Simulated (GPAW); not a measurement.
Ga3Se:

```
CELL_PARAMETERS angstrom
4.43246 0.00000 0.00000
0.00000 4.43246 0.00000
0.00000 0.00000 4.43246
ATOMIC_POSITIONS crystal
Se 0.00000 0.00000 0.00000
Ga 0.50000 0.50000 0.00000
Ga 0.50000 0.00000 0.50000
Ga 0.00000 0.50000 0.50000
```

The cell comes from a database or a generator and needn't be the stable form of this composition.

| Quantity | Value |
| --- | --- |
| Program | GPAW 26.7.0 |
| Task | relaxation of cell and atoms |
| Functional | PBEsol |
| Dispersion | D3(BJ)+ATM |
| Potentials or basis | PAW data sets generated in the run's folder for this functional |
| Cutoff | 600 eV |
| Basis | pw |
| k mesh | 6 × 6 × 6 |
| Occupations | fermi-dirac, width 0.05 eV |
| Spin | no spin polarisation |

At the start: pressure -5.8 GPa; volume 21.77 Å³/atom.

Task: How do energy, volume and symmetry change on relaxing?

Result: Over 5 steps the energy falls by 55.3 meV/atom and the volume is 19.06 Å³/atom (-12.4 %); space group Pm-3m (No. 221, to 0.05 Å).

Step by step:
```
step  energy change (eV)  largest force (eV/Å)  pressure (GPa)  volume (Å³)
   1              0.0000                0.0000           -5.77        87.08
   2             -0.0258                0.0000           -5.52        86.36
   3             -0.2112                0.0000            1.59        74.33
   4             -0.2209                0.0000           -0.26        76.57
   5             -0.2210                0.0000           -0.01        76.25
```

Final structure:
```yaml
crystal:
  lattice:
    - [4.24040, 0.00000, 0.00000]
    - [0.00000, 4.24040, 0.00000]
    - [0.00000, 0.00000, 4.24040]
  atoms:
    - { symbol: Se, position: [0.00000, 0.00000, 0.00000] }
    - { symbol: Ga, position: [0.50000, 0.50000, 0.00000] }
    - { symbol: Ga, position: [0.50000, 0.00000, 0.50000] }
    - { symbol: Ga, position: [0.00000, 0.50000, 0.50000] }
```

Caveat: later steps reuse the first step's grids; pairwise dispersion overbinds metals, which lowers pressure and volume.
